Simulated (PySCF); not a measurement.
# Br6V ([VBr6]2-): the cost of one run

Programs: PySCF 2.14.0, with routines of our own; each step states its level. All values are computed. Atoms count from 0.

## 1. The system as given

7 atoms, charge -2, states of the metal's open shell are computed; geometry from: model geometry, bond lengths from ionic radii.

## 2. Ligand-field states: state-averaged CASSCF in water

Job settings and geometry (Å):

```
{"job": {"kind": "lf", "basis": {"metal": "x2c-TZVPall", "ligand": "x2c-SVPall"}, "nevpt": true, "solvent": "water"}, "charge": -2, "metal": "V", "open_shell": "d1"}
V      0.000000     0.000000     0.000000
Br     0.000000     0.000000     2.440000
Br     0.000000     0.000000    -2.440000
Br     2.440000     0.000000     0.000000
Br    -2.440000     0.000000     0.000000
Br     0.000000     2.440000     0.000000
Br    -0.000000    -2.440000     0.000000
```

Method: state-averaged CASSCF of the metal d shell, SC-NEVPT2 on the averaged canonical orbitals, state-interaction spin-orbit coupling.

On the command line:

```console
$ OMP_NUM_THREADS=1 python lf_run.py task.json out
```

This one command runs all jobs of the session in turn.

Q: Estimate the wall time and peak memory of this first job on 1 thread of Arm Neoverse N1, shared host.

About 1.9 min, with a peak of 0.84 GiB.
